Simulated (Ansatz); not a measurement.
# H12MgN2Si4: a ladder of functionals and wavefunction methods

One table from this session's results is given with a row withheld; the runs are named, their logs left out.

The runs use Ansatz 0.2.0, Gaussian basis; functionals in def2-TZVPP, the program's frozen cores in correlated methods.

The runs, in order: LDA (SPW92), PBE-D4, revPBE-D4, BLYP-D4, r2SCAN-D4, B97M-V, PBE0-D4, B3LYP-D4, r2SCANh-D4, r2SCAN0-D4, HSE06-D4, BHLYP-D4, CAM-B3LYP-D4, LC-ωPBE, ωB97X-V, ωB97M-V, B2PLYP, PBE-QIDH; CCSD(T)/def2-SVP; CCSD(T)/def2-TZVPP; MP2/def2-QZVPP; extrapolation to the limit; RPA on PBE.

**The relaxed structure**

The geometry comes from an earlier relaxation with PBE0-D4 in a triple-zeta def2 set; it is a stationary point, not always the lowest conformer.

SMILES `[SiH3][N]([SiH3])[Mg][N]([SiH3])[SiH3]`, 19 atoms, charge 0, spin multiplicity 1.

Atoms are counted from 1 here; the program's logs count them from 0.

Bond lengths: Si1–N2 1.710 Å, Si1–H8 1.492 Å, Si1–H9 1.492 Å, Si1–H10 1.492 Å, N2–Si3 1.700 Å, N2–Mg4 1.924 Å, Si3–H11 1.523 Å, Si3–H12 1.489 Å, Si3–H13 1.489 Å, Mg4–N5 1.924 Å, N5–Si6 1.710 Å, N5–Si7 1.700 Å, Si6–H14 1.492 Å, Si6–H15 1.492 Å, Si6–H16 1.492 Å, Si7–H17 1.523 Å, Si7–H18 1.489 Å, Si7–H19 1.489 Å. Angles: N2–Si1–H8 112.5°, N2–Si1–H9 112.5°, N2–Si1–H10 109.0°, H8–Si1–H9 107.0°, H8–Si1–H10 107.8°, H9–Si1–H10 107.8°, Si1–N2–Si3 128.8°, Si1–N2–Mg4 130.3°, Si3–N2–Mg4 100.9°, N2–Si3–H11 102.2°, N2–Si3–H12 116.2°, N2–Si3–H13 116.2°, H11–Si3–H12 106.6°, H11–Si3–H13 106.6°, H12–Si3–H13 108.0°, N2–Mg4–N5 179.9°, Mg4–N5–Si6 130.3°, Mg4–N5–Si7 100.9° and more.

Coordinates:

```xyz
19
H12MgN2Si4
Si    3.0522   -0.0297    1.2474
N     1.7855   -0.6542    0.2835
Si    1.7760   -2.0451   -0.6946
Mg   -0.0020   -0.0004    0.0019
N    -1.7884    0.6558   -0.2812
Si   -3.0492    0.0438   -1.2608
Si   -1.7874    2.0307    0.7192
H     3.4933   -0.9893    2.3015
H     4.2599    0.3223    0.4447
H     2.5793    1.2105    1.9279
H     0.3646   -2.0265   -1.2665
H     1.9311   -3.3471    0.0118
H     2.7058   -2.0379   -1.8580
H    -2.5744   -1.1914   -1.9491
H    -4.2641   -0.3118   -0.4707
H    -3.4794    1.0141   -2.3097
H    -0.3794    2.0055    1.2992
H    -2.7243    2.0027    1.8766
H    -1.9409    3.3438    0.0334
```

Set-up of the first run:

File in.yaml:

```yaml
crystal:
  periodic: [false, false, false]
  atoms:
    - {symbol: Si, position_ang: [3.052173, -0.029677, 1.247351]}
    - {symbol: N, position_ang: [1.785511, -0.654235, 0.283452]}
    - {symbol: Si, position_ang: [1.775964, -2.045095, -0.694611]}
    - {symbol: Mg, position_ang: [-0.002027, -0.000374, 0.001895]}
    - {symbol: N, position_ang: [-1.788442, 0.655827, -0.281248]}
    - {symbol: Si, position_ang: [-3.049185, 0.043757, -1.260786]}
    - {symbol: Si, position_ang: [-1.787370, 2.030733, 0.719234]}
    - {symbol: H, position_ang: [3.493340, -0.989285, 2.301498]}
    - {symbol: H, position_ang: [4.259870, 0.322286, 0.444677]}
    - {symbol: H, position_ang: [2.579285, 1.210502, 1.927871]}
    - {symbol: H, position_ang: [0.364578, -2.026531, -1.266510]}
    - {symbol: H, position_ang: [1.931118, -3.347058, 0.011803]}
    - {symbol: H, position_ang: [2.705780, -2.037895, -1.858027]}
    - {symbol: H, position_ang: [-2.574373, -1.191388, -1.949082]}
    - {symbol: H, position_ang: [-4.264140, -0.311832, -0.470749]}
    - {symbol: H, position_ang: [-3.479351, 1.014052, -2.309684]}
    - {symbol: H, position_ang: [-0.379429, 2.005539, 1.299216]}
    - {symbol: H, position_ang: [-2.724291, 2.002675, 1.876643]}
    - {symbol: H, position_ang: [-1.940910, 3.343800, 0.033354]}
basis:
  gaussian: {orbitals: def2-TZVPP}
hamiltonian: {xc: lda}
output: {orbitals: {seedname: orbitals}}
```

The run is started by

```sh
> ansatz run in.yaml --threads 2 --pin off --events-out ev --progress --plain --max-ram 32768MiB --backend cuda --devices 0, --max-vram 18GiB
```

Steps of the session up to this table: LDA; PBE-D4 (GGA); revPBE-D4 (GGA); BLYP-D4 (GGA); r2SCAN-D4 (meta-GGA); B97M-V (meta-GGA); B3LYP-D4 (hybrid); r2SCANh-D4 (hybrid); r2SCAN0-D4 (hybrid); HSE06-D4 (hybrid); BHLYP-D4 (hybrid); CAM-B3LYP-D4 (range-separated); LC-ωPBE (range-separated); ωB97X-V (range-separated); ωB97M-V (range-separated); B2PLYP (double hybrid); PBE-QIDH (double hybrid).

One table of the session follows, with a row left open; its other results are not shown here.

It belongs to the step «Orbital energies across the functionals». 

| functional | HOMO (eV) | LUMO (eV) | gap (eV) |
| --- | --- | --- | --- |
| LDA (SPW92) | -6.27 | -2.59 | 3.67 |
| PBE-D4 | -6.17 | -2.28 | 3.88 |
| revPBE-D4 | -6.12 | -2.11 | 4.01 |
| BLYP-D4 | -6.03 | -2.14 | 3.89 |
| r2SCAN-D4 | -6.45 | -1.96 | 4.49 |
| B97M-V | -6.60 | -2.31 | 4.29 |
| PBE0-D4 | -7.41 | -1.50 | 5.91 |
| B3LYP-D4 | -7.18 | -1.70 | 5.49 |
| r2SCANh-D4 | -6.91 | -1.70 | 5.20 |
| r2SCAN0-D4 | ? | ? | ? |
| HSE06-D4 | -7.01 | -1.86 | 5.15 |
| BHLYP-D4 | -8.56 | -0.72 | 7.84 |
| CAM-B3LYP-D4 | -8.73 | -0.59 | 8.14 |
| LC-ωPBE | -10.09 | 0.54 | 10.62 |
| ωB97X-V | -9.75 | 0.33 | 10.08 |
| ωB97M-V | -9.66 | -0.02 | 9.63 |

Estimate the missing values for r2SCAN0-D4.

Worked estimate for «HOMO (eV)». Against the share of exact exchange, r2SCAN-D4 (0, -6.45), r2SCANh-D4 (0.1, -6.91) give a slope of -4.60 per unit share; at 0.25 the line stands at -7.60.

The run gave: HOMO (eV): -7.60; LUMO (eV): -1.33; gap (eV): 6.28. In «HOMO (eV)» the line misses by 0.00.
